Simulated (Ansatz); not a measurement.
CH5AlBP, SMILES [PH2][Al]1[BH][CH2]1, an atomisation energy

With Ansatz's Python interface.

Typed at the interpreter:
```pycon
>>> from collections import Counter
>>> import ansatz as az
>>> from ase import Atoms
>>> def energy_of(molecule, charge=0, unpaired=0):
...     calc = molecule.calculation().basis(gaussian='pcseg-2').functional('B3LYP')
...     if charge:
...         calc = calc.charge(charge)
...     if unpaired:
...         calc = calc.spin('collinear', total=unpaired)
...     return calc.run(threads=1, backend='cpu').report['free_energy_ev']
...
>>> atoms = Atoms(['P', 'Al', 'B', 'C', 'H', 'H', 'H', 'H', 'H'], positions=[
...     (-0.2427, 2.4091, -1.0867),
...     (0.1604, 0.3986, -0.092),
...     (1.2606, -1.3472, 0.3978),
...     (-0.123, -1.0827, 0.9698),
...     (-0.4398, 1.8691, -2.4405),
...     (-1.7081, 2.4164, -0.7831),
...     (2.2951, -2.009, 0.3432),
...     (-0.8988, -1.7972, 0.5632),
...     (-0.2153, -0.9035, 2.1111),
... ])
>>> molecule = az.Crystal.molecule_from_ase(atoms)
>>> # Hund ground states
>>> unpaired = {'P': 3, 'Al': 1, 'B': 1, 'C': 2, 'H': 1}
>>> counts = Counter(site.symbol for site in molecule.cartesian_sites)
>>> atom_energy = {s: energy_of(az.Crystal.molecule().atom(s, (0, 0, 0)), 0, unpaired[s]) for s in counts}
>>> whole = energy_of(molecule, 0, 0)
>>> for s, e in atom_energy.items():
...     print(f'{s:2s} x{counts[s]}  {e:14.5f} eV')
...
P  x1     -9286.94529 eV
Al x1     -6595.83586 eV
B  x1      -671.13660 eV
C  x1     -1030.19959 eV
H  x5       -13.67026 eV
>>> print(f'CH5AlBP: {whole:.5f} eV')
CH5AlBP: -17680.16968 eV
>>> split = sum(counts[s] * e for s, e in atom_energy.items()) - whole
>>> print(f'atomisation energy (no zero-point term): {96.485332 * split:.1f} kJ/mol, {split / sum(counts.values()):.3f} eV an atom')
atomisation energy (no zero-point term): 2672.7 kJ/mol, 3.078 eV an atom
```

2672.7 kJ/mol from the electronic energies, without the zero-point term.

These settings explore the input space; basis and method may be short of convergence. The geometry is a force-field or estimated start, not a minimum of this method, and the basis set is short of its limit. All parts are taken at fixed geometry, without zero-point energy. b3lyp holds the VWN-RPA fit, as in Gaussian; the form of ORCA and Turbomole is b3lyp5. The whole script took 6.6 s on 1 thread of Intel(R) Xeon(R) Processor @ 2.30GHz, on a shared host, peak memory 0.42 GiB.
